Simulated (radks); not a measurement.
**Valence configurations of La²⁺**

Aim: which of several valence configurations of La²⁺ lies lowest at this level, and whether it is the one NIST lists ([Xe] 5d1).

Method: Dirac Kohn-Sham, LDA (Slater exchange, Perdew-Wang correlation), spin-unpolarised, spherical densities, finite nucleus; open shells fill j = l - 1/2 first. Code: radks (a radial shooting solver on a logarithmic mesh, Libxc functionals) version 1.

### 1 The system

| Property | Result |
| --- | --- |
| element | lanthanum (Z = 57) |
| charge | +2 |
| electrons | 55 |
| configuration | [Xe] 5d1 |
| nuclear rms radius | 4.855 fm |
| others tried | 4f1; 6p1; 4f0.5 5d0.5; 5d0.5 6p0.5; 5d0.5 6s0.5; 6s1 |

### 2 [Xe] 5d1

The run's settings:

```text
Z 57
configuration [Xe] 5d1
relativity Dirac
functional lda,pw
spin unpolarised
j_filling energy
nucleus finite rms 4.855 fm
c 137.035999084
```

### 3 [Xe] 4f1

Input: that of step 2 with these lines changed.

```diff
@@ -1,3 +1,3 @@
 Z 57
-configuration [Xe] 5d1
+configuration [Xe] 4f1
 relativity Dirac
```

### 4 [Xe] 6p1

Input: that of step 3 with these lines changed.

```diff
@@ -1,3 +1,3 @@
 Z 57
-configuration [Xe] 4f1
+configuration [Xe] 6p1
 relativity Dirac
```

### 5 [Xe] 4f0.5 5d0.5

Input: that of step 4 with these lines changed.

```diff
@@ -1,3 +1,3 @@
 Z 57
-configuration [Xe] 6p1
+configuration [Xe] 4f0.5 5d0.5
 relativity Dirac
```

### 6 [Xe] 5d0.5 6p0.5

Input: that of step 5 with these lines changed.

```diff
@@ -1,3 +1,3 @@
 Z 57
-configuration [Xe] 4f0.5 5d0.5
+configuration [Xe] 5d0.5 6p0.5
 relativity Dirac
```

### 7 [Xe] 5d0.5 6s0.5

Input: that of step 6 with these lines changed.

```diff
@@ -1,3 +1,3 @@
 Z 57
-configuration [Xe] 5d0.5 6p0.5
+configuration [Xe] 5d0.5 6s0.5
 relativity Dirac
```

### 8 [Xe] 6s1

Input: that of step 7 with these lines changed.

```diff
@@ -1,3 +1,3 @@
 Z 57
-configuration [Xe] 5d0.5 6s0.5
+configuration [Xe] 6s1
 relativity Dirac
```

Q: Predict the outcome of this session. Wanted: for each run, valence; E − E(NIST configuration); highest level; its energy; 1s shift.

**Answer**, as computed:

| valence | E − E(NIST configuration) (eV) | highest level | its energy (eV) | 1s shift (eV) |
| --- | --- | --- | --- | --- |
| 4f0.5 5d0.5 | -0.706 | 5d3/2 | -14.205 | +3.41 |
| 4f1 | -0.488 | 4f5/2 | -12.212 | +6.43 |
| 5d1 | 0.000 | 5d3/2 | -14.970 | +0.00 |
| 5d0.5 6s0.5 | 0.701 | 6s1/2 | -14.338 | -1.31 |
| 6s1 | 1.520 | 6s1/2 | -14.930 | -2.64 |
| 5d0.5 6p0.5 | 2.425 | 6p1/2 | -11.161 | -1.76 |
| 6p1 | 5.054 | 6p1/2 | -11.866 | -3.53 |

In words: This level puts 4f0.5 5d0.5 lowest, 0.706 eV under the NIST configuration. The energies are those of spherical spin-averaged densities, not of single terms. The 1s eigenvalue shifts by up to 6.43 eV as the valence charge is rearranged.
